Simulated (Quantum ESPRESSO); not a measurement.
# Mg6Se (P-31m) in Quantum ESPRESSO: reference runs

How does Mg6Se come out in PBE? The cell is run as given.

Everything below comes from runs of Quantum ESPRESSO 7.5. Logs are shortened: lines on timing, memory, paths and dates and some standing lists are left out, and cuts for length are marked.

**1. The structure**

Symmetry: P-31m, No. 162, trigonal system. The conventional cell has a = 5.706 Å, b = 5.706 Å, c = 5.272 Å, α = 90.00°, β = 90.00°, γ = 120.00°. Mg (site symmetry m) has 1 Se at 2.31 Å as nearest neighbours. Se (site symmetry -3m) has 6 Mg at 2.31 Å as nearest neighbours.

The cell was built by a generator and needn't be a form met in nature.

**2. Single point, PBE**

pw.in

```
&CONTROL
  calculation = 'scf'
  prefix = 'pwscf'
  outdir = './tmp'
  pseudo_dir = './pseudo'
  tprnfor = .true.
  tstress = .true.
  disk_io = 'nowf'
/
&SYSTEM
  ibrav = 0
  nat = 7
  ntyp = 2
  ecutwfc = 55
  ecutrho = 440
  nbnd = 15
  occupations = 'smearing'
  smearing = 'fd'
  degauss = 0.00367493
/
&ELECTRONS
  conv_thr = 1.4d-09
  electron_maxstep = 120
  mixing_beta = 0.5
/
ATOMIC_SPECIES
Mg    24.3050 Mg.pbe-n-kjpaw_psl.0.3.0.UPF
Se    78.9710 Se_pbe_v1.uspp.F.UPF
CELL_PARAMETERS angstrom
   5.7058594500    0.0000000000    0.0000000000
  -2.8529297300    4.9414192400    0.0000000000
   0.0000000000    0.0000000000    5.2720806100
ATOMIC_POSITIONS crystal
Mg     0.3330000000    0.0000000000    0.2500000000
Mg     0.0000000000    0.3330000000    0.2500000000
Mg     0.6670000000    0.6670000000    0.2500000000
Mg     0.0000000000    0.6670000000    0.7500000000
Mg     0.6670000000    0.0000000000    0.7500000000
Mg     0.3330000000    0.3330000000    0.7500000000
Se     0.0000000000    0.0000000000    0.0000000000
K_POINTS automatic
6 6 5 0 0 0
```

Potentials or basis: SSSP 1.3 efficiency PBE.

Started as:

```
$ OMP_NUM_THREADS=1 pw.x -in pw.in > pw.out
```

pw.out:

```text
This program is part of the open-source Quantum ESPRESSO suite
     for quantum simulation of materials; please cite
         "P. Giannozzi et al., J. Phys.:Condens. Matter 21 395502 (2009);
         "P. Giannozzi et al., J. Phys.:Condens. Matter 29 465901 (2017);
         "P. Giannozzi et al., J. Chem. Phys. 152 154105 (2020);
     in publications or presentations arising from this work. More details at

     file Mg.pbe-n-kjpaw_psl.0.3.0.UPF: wavefunction(s)  3S renormalized
     Message from routine setup:
     using ibrav=0 with symmetry is DISCOURAGED, use correct ibrav instead

     G-vector sticks info
     --------------------
     sticks:   dense  smooth     PW     G-vecs:    dense   smooth      PW
     Sum        3505    1765    499               156139    55367    8359

     Using Slab Decomposition

     bravais-lattice index     =            0
     lattice parameter (alat)  =      10.7825  a.u.
     unit-cell volume          =    1003.1166 (a.u.)^3
     number of atoms/cell      =            7
     number of atomic types    =            2
     number of electrons       =        18.00
     number of Kohn-Sham states=           15
     kinetic-energy cutoff     =      55.0000  Ry
     charge density cutoff     =     440.0000  Ry
     scf convergence threshold =      1.4E-09
     mixing beta               =       0.5000
     number of iterations used =            8  plain     mixing
     Exchange-correlation= SLA  PW   PBE  PBE
                           (   1   4   3   4   0   0   0)

     celldm(1)=  10.782512  celldm(2)=   0.000000  celldm(3)=   0.000000
     celldm(4)=   0.000000  celldm(5)=   0.000000  celldm(6)=   0.000000

     crystal axes: (cart. coord. in units of alat)
               a(1) = (   1.000000   0.000000   0.000000 )
               a(2) = (  -0.500000   0.866025   0.000000 )
               a(3) = (   0.000000   0.000000   0.923977 )

     reciprocal axes: (cart. coord. in units 2 pi/alat)
               b(1) = (  1.000000  0.577350 -0.000000 )
               b(2) = (  0.000000  1.154701  0.000000 )
               b(3) = (  0.000000 -0.000000  1.082278 )

     PseudoPot. # 1 for Mg read from file:
     Mg.pbe-n-kjpaw_psl.0.3.0.UPF
     Pseudo is Projector augmented-wave + core cor, Zval =  2.0
     Generated using "atomic" code by A. Dal Corso  v.5.0.99 svn rev. 10869
     Shape of augmentation charge: PSQ
     Using radial grid of 1129 points,  4 beta functions with:
                l(1) =   0
                l(2) =   0
                l(3) =   1
                l(4) =   1
     Q(r) pseudized with 0 coefficients

     PseudoPot. # 2 for Se read from file:
     Se_pbe_v1.uspp.F.UPF
     Pseudo is Ultrasoft + core correction, Zval =  6.0
     Generated by new atomic code, or converted to UPF format
     Using radial grid of  877 points,  6 beta functions with:
                l(1) =   0
                l(2) =   0
                l(3) =   1
                l(4) =   1
                l(5) =   2
                l(6) =   2
     Q(r) pseudized with  8 coefficients,  rinner =    1.300   1.300   1.300
                                                       1.300   1.300

     atomic species   valence    mass     pseudopotential
     Mg                2.00    24.30500     Mg( 1.00)
     Se                6.00    78.97100     Se( 1.00)

     12 Sym. Ops., with inversion, found

   Cartesian axes

     site n.     atom                  positions (alat units)
         1        Mg     tau(   1) = (   0.3330000   0.0000000   0.2309941  )
         2        Mg     tau(   2) = (  -0.1665000   0.2883865   0.2309941  )
         3        Mg     tau(   3) = (   0.3335000   0.5776389   0.2309941  )
         4        Mg     tau(   4) = (  -0.3335000   0.5776389   0.6929824  )
         5        Mg     tau(   5) = (   0.6670000   0.0000000   0.6929824  )
         6        Mg     tau(   6) = (   0.1665000   0.2883865   0.6929824  )
         7        Se     tau(   7) = (   0.0000000   0.0000000   0.0000000  )

     number of k points=    27  Fermi-Dirac smearing, width (Ry)=  0.0037
                       cart. coord. in units 2pi/alat
        k(    1) = (   0.0000000   0.0000000   0.0000000), wk =   0.0111111
        k(    2) = (   0.0000000   0.0000000   0.2164557), wk =   0.0222222
        k(    3) = (   0.0000000   0.0000000   0.4329114), wk =   0.0222222
        k(    4) = (   0.0000000   0.1924501   0.0000000), wk =   0.0666667
        k(    5) = (   0.0000000   0.1924501   0.2164557), wk =   0.1333333
        k(    6) = (   0.0000000   0.1924501   0.4329114), wk =   0.1333333
[... 19 lines left out ...]
        k(   26) = (  -0.3333333  -0.5773503   0.2164557), wk =   0.0222222
        k(   27) = (  -0.3333333  -0.5773503   0.4329114), wk =   0.0222222

     Dense  grid:   156139 G-vectors     FFT dimensions: (  72,  72,  72)

     Smooth grid:    55367 G-vectors     FFT dimensions: (  54,  54,  48)

     Initial potential from superposition of free atoms

     starting charge      17.9944, renormalised to      18.0000
     Starting wfcs are   28 randomized atomic wfcs

     Self-consistent Calculation

     iteration #  1     ecut=    55.00 Ry     beta= 0.50
     Davidson diagonalization with overlap
     ethr =  1.00E-02,  avg # of iterations =  4.2

     Threshold (ethr) on eigenvalues was too large:
     Diagonalizing with lowered threshold

     Davidson diagonalization with overlap
     ethr =  5.07E-04,  avg # of iterations =  2.5

     total energy              =    -245.19139319 Ry
     estimated scf accuracy    <       0.09178021 Ry

     iteration #  2     ecut=    55.00 Ry     beta= 0.50
     Davidson diagonalization with overlap
     ethr =  5.10E-04,  avg # of iterations =  2.1

     total energy              =    -245.20891091 Ry
     estimated scf accuracy    <       0.01117894 Ry

     iteration #  3     ecut=    55.00 Ry     beta= 0.50
     Davidson diagonalization with overlap
     ethr =  6.21E-05,  avg # of iterations =  3.7

     total energy              =    -245.21017671 Ry
     estimated scf accuracy    <       0.00214210 Ry

     iteration #  4     ecut=    55.00 Ry     beta= 0.50
     Davidson diagonalization with overlap
     ethr =  1.19E-05,  avg # of iterations =  5.2

     total energy              =    -245.21080714 Ry
     estimated scf accuracy    <       0.00007908 Ry

     iteration #  5     ecut=    55.00 Ry     beta= 0.50
     Davidson diagonalization with overlap
     c_bands:  1 eigenvalues not converged
     c_bands:  1 eigenvalues not converged
     ethr =  4.39E-07,  avg # of iterations =  8.6

     total energy              =    -245.21113648 Ry
     estimated scf accuracy    <       0.00000222 Ry

     iteration #  6     ecut=    55.00 Ry     beta= 0.50
     Davidson diagonalization with overlap
     ethr =  1.23E-08,  avg # of iterations =  5.7

     total energy              =    -245.21113861 Ry
     estimated scf accuracy    <       0.00000029 Ry

     iteration #  7     ecut=    55.00 Ry     beta= 0.50
     Davidson diagonalization with overlap
     ethr =  1.62E-09,  avg # of iterations =  4.7

     total energy              =    -245.21113879 Ry
     estimated scf accuracy    <       0.00000001 Ry

     iteration #  8     ecut=    55.00 Ry     beta= 0.50
     Davidson diagonalization with overlap
     ethr =  7.04E-11,  avg # of iterations =  6.5

     End of self-consistent calculation

          k = 0.0000 0.0000 0.0000 (  6893 PWs)   bands (ev):

   -10.7916  -1.2999  -1.2999  -1.1754  -0.7367   3.0298   3.7412   3.7412
     4.2260   5.3049   6.2452   6.2452   6.9399   8.2553   8.2553

          k = 0.0000 0.0000 0.2165 (  6917 PWs)   bands (ev):

   -10.7800  -1.7355  -1.2685  -1.2685  -0.1165   2.7865   3.9112   3.9112
     4.4260   5.2268   5.6975   5.6975   7.1885   7.1885   7.4520

          k = 0.0000 0.0000 0.4329 (  6912 PWs)   bands (ev):

   -10.7609  -2.1855  -1.2159  -1.2159   0.6948   1.8618   4.2762   4.2762
     5.0206   5.2893   5.2893   5.9176   5.9176   6.0550   6.5534

          k = 0.0000 0.1925 0.0000 (  6922 PWs)   bands (ev):

   -10.7829  -1.7152  -1.3502  -1.1468  -0.2089   2.8123   3.2148   3.9276
     5.1875   5.1923   5.6556   6.1573   7.4628   7.8894   7.9517

          k = 0.0000 0.1925 0.2165 (  6897 PWs)   bands (ev):

   -10.7716  -1.7736  -1.4682  -1.3156   0.2627   2.8431   3.0794   4.0491
     4.5101   5.3742   5.7641   6.1233   6.6611   7.6842   8.0382

          k = 0.0000 0.1925 0.4329 (  6913 PWs)   bands (ev):

   -10.7532  -2.1064  -1.4683  -1.2571   0.9996   1.8996   3.4982   4.1749
     4.3932   5.0756   5.4862   6.3643   6.6713   7.0275   7.6669

          k = 0.0000 0.3849 0.0000 (  6908 PWs)   bands (ev):

   -10.7653  -2.1221  -1.4446  -1.0878   0.4943   2.1080   3.3349   4.2811
     4.8579   4.9163   6.3472   6.8216   7.1005   7.2942   7.6852

          k = 0.0000 0.3849 0.2165 (  6915 PWs)   bands (ev):

   -10.7548  -2.0405  -1.4541  -1.4042   0.8477   2.0799   3.4882   3.7714
     4.2308   5.3246   5.9857   6.5387   7.5579   8.2858   8.6386

          k = 0.0000 0.3849 0.4329 (  6909 PWs)   bands (ev):

   -10.7376  -1.9423  -1.8102  -1.3354   1.1505   2.1028   3.0531   3.5422
     4.0451   5.2218   5.9079   7.4377   7.8201   8.3384   8.5117

          k = 0.0000-0.5774 0.0000 (  6930 PWs)   bands (ev):

   -10.7564  -2.2692  -1.4891  -1.0573   0.8639   1.8603   3.0851   4.4833
     4.7099   5.4933   6.1366   6.6231   7.1448   7.4816   7.6277

          k = 0.0000-0.5774 0.2165 (  6898 PWs)   bands (ev):

   -10.7463  -2.1727  -1.4462  -1.3993   1.2586   1.5785   3.4772   3.9984
     4.2330   4.9491   6.6222   6.8232   7.1065   7.9204   8.5614

          k = 0.0000-0.5774 0.4329 (  6918 PWs)   bands (ev):

   -10.7297  -1.9900  -1.7995  -1.3727   1.0843   2.0235   3.0791   3.6875
     3.8167   5.2079   6.6271   7.0741   7.7736   8.6981   9.1887

          k = 0.1667 0.2887 0.0000 (  6921 PWs)   bands (ev):

   -10.7697  -2.0012  -1.4893  -1.1028   0.3704   2.2981   3.3652   3.9057
     4.9207   5.5731   5.6056   6.5325   7.0577   8.0389   8.2616

          k = 0.1667 0.2887 0.2165 (  6912 PWs)   bands (ev):

   -10.7589  -1.9389  -1.4679  -1.4434   0.7222   2.3716   3.1713   3.7240
     4.7831   4.9669   6.1308   6.5615   7.4534   7.6000   8.4933

          k = 0.1667 0.2887 0.4329 (  6902 PWs)   bands (ev):

   -10.7414  -1.9791  -1.7089  -1.3657   1.1647   2.2505   2.6958   3.8996
     4.1427   5.3260   5.6687   6.6969   8.0419   8.1687   8.4450

          k = 0.1667 0.4811 0.0000 (  6900 PWs)   bands (ev):

   -10.7564  -2.1749  -1.6609  -1.0576   1.0609   1.9355   2.8848   4.3537
     4.8643   5.2923   6.0250   6.3889   6.9513   7.6111   8.2852

          k = 0.1667 0.4811 0.2165 (  6914 PWs)   bands (ev):

   -10.7461  -2.0846  -1.6045  -1.3907   1.2753   1.8283   3.1481   3.8141
     4.3250   5.4633   6.2037   6.8629   7.4667   7.7964   8.1488

          k = 0.1667 0.4811 0.4329 (  6917 PWs)   bands (ev):

   -10.7296  -1.9143  -1.7952  -1.4989   1.1825   2.0378   2.9753   3.5646
     3.9596   5.6960   5.9147   7.5605   7.6240   8.4608   8.9288

          k = 0.3333 0.5774 0.0000 (  6867 PWs)   bands (ev):

   -10.7520  -1.9972  -1.9972  -1.0424   1.8851   1.8851   2.0478   4.9567
     4.9567   5.1593   5.5352   5.5352   7.9046   7.9046   8.4886

          k = 0.3333 0.5774 0.2165 (  6897 PWs)   bands (ev):

   -10.7418  -1.9160  -1.9160  -1.3601   1.7320   1.7320   2.6529   4.1677
     4.1677   5.2849   6.5491   6.5491   7.9726   7.9726   8.3017

          k = 0.3333 0.5774 0.4329 (  6918 PWs)   bands (ev):

   -10.7256  -1.7672  -1.7672  -1.7489   1.5122   1.5122   3.4941   3.4941
     3.8263   5.1289   7.0807   7.0807   8.1217   8.2474   8.2474

          k =-0.1667-0.2887 0.2165 (  6912 PWs)   bands (ev):

   -10.7591  -1.9389  -1.4686  -1.4442   0.7443   2.5104   3.0274   3.6998
     4.4115   5.1386   6.6107   6.6590   7.0982   7.2231   8.7443

          k =-0.1667-0.2887 0.4329 (  6902 PWs)   bands (ev):

   -10.7415  -1.9787  -1.7093  -1.3664   1.1923   2.1954   2.9609   3.4583
     4.0727   5.7595   5.8934   6.3624   7.6785   7.9684   8.6415

          k =-0.1667-0.4811 0.2165 (  6914 PWs)   bands (ev):

   -10.7465  -2.0844  -1.6050  -1.3914   1.3296   1.9246   3.2064   3.6204
     3.9179   5.6626   6.1522   7.1292   7.5647   7.9936   8.2130

          k =-0.1667-0.4811 0.4329 (  6917 PWs)   bands (ev):

   -10.7298  -1.9142  -1.7951  -1.4996   1.2118   2.2047   2.7631   3.4030
     4.0546   5.6062   6.1125   7.1324   8.0000   8.4320   8.8543

          k =-0.3333-0.5774 0.2165 (  6897 PWs)   bands (ev):

   -10.7423  -1.9160  -1.9160  -1.3604   1.8572   1.8572   2.7075   3.7160
     3.7160   5.3816   7.3385   7.4561   7.4561   7.6183   7.6184

          k =-0.3333-0.5774 0.4329 (  6918 PWs)   bands (ev):

   -10.7259  -1.7674  -1.7674  -1.7485   1.5824   1.5824   3.3133   3.3133
     3.8889   5.1985   7.1759   7.1759   7.3246   8.5887   8.5887

     the Fermi energy is     4.9685 ev

!    total energy              =    -245.21113883 Ry
     estimated scf accuracy    <          6.0E-10 Ry
     smearing contrib. (-TS)   =      -0.00136798 Ry
     internal energy E=F+TS    =    -245.20977085 Ry

     The total energy is F=E-TS. E is the sum of the following terms:
     one-electron contribution =       1.96462247 Ry
     hartree contribution      =       6.31533779 Ry
     xc contribution           =     -39.80134088 Ry
     ewald contribution        =     -25.85755942 Ry
     one-center paw contrib.   =    -187.83083080 Ry

     convergence has been achieved in   8 iterations

     Forces acting on atoms (cartesian axes, Ry/au):

     atom    1 type  1   force =     0.08413093    0.00000000    0.06226840
     atom    2 type  1   force =    -0.04206547    0.07285953    0.06226840
     atom    3 type  1   force =    -0.04206547   -0.07285953    0.06226840
     atom    4 type  1   force =     0.04206547   -0.07285953   -0.06226840
     atom    5 type  1   force =    -0.08413093   -0.00000000   -0.06226840
     atom    6 type  1   force =     0.04206547    0.07285953   -0.06226840
     atom    7 type  2   force =     0.00000000    0.00000000    0.00000000

     Total force =     0.256383     Total SCF correction =     0.000003

     Computing stress (Cartesian axis) and pressure

          total   stress  (Ry/bohr**3)                   (kbar)     P=      120.35
   0.00078947   0.00000000   0.00000000          116.13        0.00        0.00
   0.00000000   0.00078947   0.00000000            0.00      116.13        0.00
   0.00000000   0.00000000   0.00087533            0.00        0.00      128.77

=------------------------------------------------------------------------------=
   JOB DONE.
=------------------------------------------------------------------------------=
```

Wall time 82 s (1 thread of Intel Xeon Platinum 8259CL at 2.50GHz (Skylake/Cascade Lake), shared host); peak memory 0.63 GiB.

What came out:

```
Free energy            : -3336.2675 eV
Pressure               : 12.0 GPa
Largest force          : 2.691 eV/Å
Band gap on the k mesh : none (metal or under the smearing width)
```

Forces in eV/Å, atoms in the order of the input:
```
Mg   2.163  0.000  1.601
Mg  -1.082  1.873  1.601
Mg  -1.082 -1.873  1.601
Mg   1.082 -1.873 -1.601
Mg  -2.163  0.000 -1.601
Mg   1.082  1.873 -1.601
Se   0.000  0.000  0.000
```

Stress tensor (GPa, compression positive):
```
11.61  0.00  0.00
 0.00 11.61  0.00
 0.00  0.00 12.88
```

Caveat: forces of over 1 eV/Å show positions far from the minimum, so gaps and moduli don't describe the material at rest.
